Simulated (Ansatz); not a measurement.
**TiCl2F2: small, medium and large basis sets**

An exercise on one series of results from a longer session: the logs are not shown, and one member is left open.

The runs use Ansatz 0.2.0, Gaussian basis; one geometry, several basis sets.

Levels to be run: PBE0-D4/def2-SVP; ωB97M-V/def2-SVP; PBE0-D4/def2-QZVPP; ωB97M-V/def2-QZVPP; the functionals' def2-TZVPP values are taken from earlier runs.

## The geometry

All runs share one geometry, relaxed beforehand with PBE0-D4 in a triple-zeta def2 set.

5 atoms, charge 0, spin multiplicity 1.

Atoms are counted from 1 here; the program's logs count them from 0.

Bond lengths: F1–Ti2 1.733 Å, Ti2–F3 1.733 Å, Ti2–Cl4 2.170 Å, Ti2–Cl5 2.170 Å. Angles: F1–Ti2–F3 109.1°, F1–Ti2–Cl4 109.5°, F1–Ti2–Cl5 109.5°, F3–Ti2–Cl4 109.5°, F3–Ti2–Cl5 109.5°, Cl4–Ti2–Cl5 109.8°.

Geometry (Å):

```xyz
5
charge 0, multiplicity 1
F    -0.13669   -0.24671    1.76927
Ti    0.05516   -0.05638    0.05706
F     1.38613   -1.03002   -0.47703
Cl   -1.75820   -0.69418   -0.94985
Cl    0.45359    2.02731   -0.39945
```

The first run:

The input, in.yaml:

```yaml
crystal:
  periodic: [false, false, false]
  atoms:
    - {symbol: F, position_ang: [-0.136693, -0.246711, 1.769273]}
    - {symbol: Ti, position_ang: [0.055164, -0.056385, 0.057064]}
    - {symbol: F, position_ang: [1.386132, -1.030021, -0.477026]}
    - {symbol: Cl, position_ang: [-1.758201, -0.694183, -0.949849]}
    - {symbol: Cl, position_ang: [0.453588, 2.027311, -0.399452]}
basis:
  gaussian: {orbitals: def2-SVP}
hamiltonian: {xc: pbe0, dispersion: d4}
output: {orbitals: {seedname: orbitals}}
```

Among the steps run: PBE0-D4 in def2-SVP; ωB97M-V in def2-SVP; PBE0-D4 in def2-QZVPP; ωB97M-V in def2-QZVPP.

One of the session's tables, all rows but one given; the rest of the session is left out.

It belongs to the step «Functionals by basis». 

| functional | basis | HOMO (eV) | LUMO (eV) |
| --- | --- | --- | --- |
| PBE0-D4 | def2-SVP | ? | ? |
| PBE0-D4 | def2-TZVPP | -9.87 | -3.58 |
| PBE0-D4 | def2-QZVPP | -9.87 | -3.58 |
| ωB97M-V | def2-SVP | -11.89 | -1.42 |
| ωB97M-V | def2-TZVPP | -12.06 | -1.37 |
| ωB97M-V | def2-QZVPP | -12.07 | -1.39 |

Q: Estimate the row for PBE0-D4, def2-SVP from the others.

**Answer.** HOMO (eV): -9.77; LUMO (eV): -3.68. In the column «HOMO (eV)» it is the highest.
